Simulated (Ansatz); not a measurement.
The system is Cu3O2.

```
CELL_PARAMETERS angstrom
-2.02298 2.02298 3.67362
2.02298 -2.02298 3.67362
2.02298 2.02298 -3.67362
ATOMIC_POSITIONS crystal
Cu 0.00000 0.00000 0.00000
Cu 0.75000 0.25000 0.50000
Cu 0.25000 0.75000 0.50000
O 0.50000 0.00000 0.50000
O 0.00000 0.50000 0.50000
```

The cell comes from a database or a generator and needn't be the stable form of this composition.

| Item | Value |
| --- | --- |
| Program | Ansatz 0.2.0 |
| Task | relaxation of cell and atoms |
| Functional | revPBE |
| Potentials or basis | Ansatz PAW |
| Cutoff | 420 eV (not typed: the program's choice for these potentials) |
| k mesh | 9 × 9 × 9 |
| Occupations | fermi-dirac, width 0.05 eV |
| Spin | no spin polarisation |

At the start: volume 12.03 Å³/atom.

Where does the relaxation end?

It ends after 7 steps and the volume is 12.53 Å³/atom (+4.2 %); space group I4/mmm (No. 139, to 0.05 Å).

Step by step:
```
step  energy change (eV)  largest force (eV/Å)  volume (Å³)
   1              0.0000                0.0000        60.14
   2             -0.0158                0.0000        61.13
   3             -0.0209                0.0000        62.37
   4             -0.0206                0.0000        62.51
   5             -0.0289                0.0000        62.51
   6             -0.0286                0.0000        62.65
   7             -0.0290                0.0000        62.65
```

Final structure:
```
Cu O
1.0
    -2.06039    2.06039    3.68971
     2.06039   -2.06039    3.68971
     2.06039    2.06039   -3.68971
Cu O
3 2
Direct
  0.00000 0.00000 0.00000
  0.75000 0.25000 0.50000
  0.25000 0.75000 0.50000
  0.50000 0.00000 0.50000
  0.00000 0.50000 0.50000
```

Caveat: the plane-wave basis is chosen anew once the cell has moved, so the energies of steps on either side of that aren't comparable; the pressure holds a Pulay correction of +0.4 GPa for the finite cutoff; an odd number of electrons without spin polarisation forces a metal; a magnetic or distorted state may lie lower; the run has no spin polarisation, though such a crystal can be magnetic; the PAW data sets come from PBE, with cores solved anew for the run's functional, which leaves a small shift of forces and pressure.
